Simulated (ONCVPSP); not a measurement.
**An ONCV potential for boron, from input to tests**

Aim: build the potential from the settings below, then test how well it stands in for the atom: other configurations, scattering, ghost states and the plane-wave cutoff that it needs.

The numbers are computed with ONCVPSP 4.0.1.1 (patched build) (PBE, scalar-relativistic, spin-unpolarised reference atom).

### 1 Settings

The settings as typed:

| Quantity | Value |
| --- | --- |
| element | boron (B, Z = 5) |
| type | optimised norm-conserving Vanderbilt (ONCV) |
| frozen core | [He] |
| valence charge | 3 |
| reference configuration | 2s2 2p1 |
| partial waves | 2s: rc 1.65 bohr, ncon 3, nbas 8, qcut 3.4 1/bohr, 2 projectors, debl 4 Ha; 2p: rc 2.75 bohr, ncon 4, nbas 9, qcut 4.8 1/bohr, 2 projectors, debl 2.7 Ha; d scattering state at 0.18 Ha: rc 2.85 bohr, ncon 3, nbas 7, qcut 4 1/bohr, 2 projectors, debl 2.2 Ha |
| local potential | polynomial inside 1.25 bohr (lpopt 5, dvloc0 0 Ha) |
| core correction | Teter function fitted to the true core (icmod 2), fcfact 0.25 |

An earlier all-electron run gives the scale for the radii.

All-electron outer shells of the reference configuration (PBE, scalar-relativistic, ld1.x):

```tsv
shell	level (eV)	outermost node (bohr)	outermost maximum (bohr)
1s	-180.59	–	0.21
2s	-9.44	0.46	1.52
2p	-3.61	–	1.57
```

### 2 Generation

Contents of B.dat:

```
# ATOM AND REFERENCE CONFIGURATION
# atsym  z   nc   nv     iexc    psfile
  B 5.00    1    2        4      upf
#
#   n    l    f
    1    0    2.00
    2    0    2.00
    2    1    1.00
#
# PSEUDOPOTENTIAL AND OPTIMIZATION
# lmax
    2
#
#   l,   rc,      ep,       ncon, nbas, qcut
    0    1.65    0.00    3    8    3.40
    1    2.75    0.00    4    9    4.80
    2    2.85    0.18    3    7    4.00
#
# LOCAL POTENTIAL
# lloc, lpopt,  rc(5),   dvloc0
    4    5    1.25    0.00
#
# VANDERBILT-KLEINMAN-BYLANDER PROJECTORs
# l, nproj, debl
    0    2    4.00
    1    2    2.70
    2    2    2.20
#
# MODEL CORE CHARGE
# icmod, fcfact, rcfact
    2    0.25    1.05
#
# LOG DERIVATIVE ANALYSIS
# epsh1, epsh2, depsh
   -2.00    5.00    0.02
#
# OUTPUT GRID
# rlmax, drl
    6.00    0.01
#
# TEST CONFIGURATIONS
# ncnf
    4
# nvcnf
#   n    l    f
    2
    2    0    2.00
    2    1    0.00
#
    2
    2    0    1.00
    2    1    0.00
#
    2
    2    0    2.00
    2    1    0.50
#
    2
    2    0    0.00
    2    1    3.00
#
```

Run with:

```console
$ oncvpsp.x < B.dat > B.out
```

**Question.** What will these runs give? Wanted: cutoffs for 1 and 0.1 mHa per electron, occupied waves; bound ghosts; GHOST(+) flags; largest test error; largest phase difference near zero energy, channels read; rms error of d²Exc/dn², without and with the model core.

**Answer**, as computed:

| quantity | value |
| --- | --- |
| cutoffs for 1 and 0.1 mHa per electron, occupied waves | 8.0 Ha and 67 Ha |
| bound ghosts | d at -8901.31 eV |
| GHOST(+) flags | none at low energy |
| largest test error (AE − PS) | +219 meV, for 2s1 2p0 |
| largest phase difference near zero energy, channels read | 0.011 rad |
| rms error of d²Exc/dn², without and with the model core | 2.08 and 2.41 mHa |

What this shows: It has a bound ghost (d), a state that the atom doesn't have, and that rules the file out. By total energies transferability is poor: the largest error is 219 meV on 33.6 eV, for 2s1 2p0. It counts as soft on the atom at that tolerance, with 8.0 Ha needed at the looser tolerance. The tighter tolerance needs 67 Ha, and converged work needs a cutoff nearer that. Near zero energy the phases of the channels with partial waves agree within 0.011 rad.
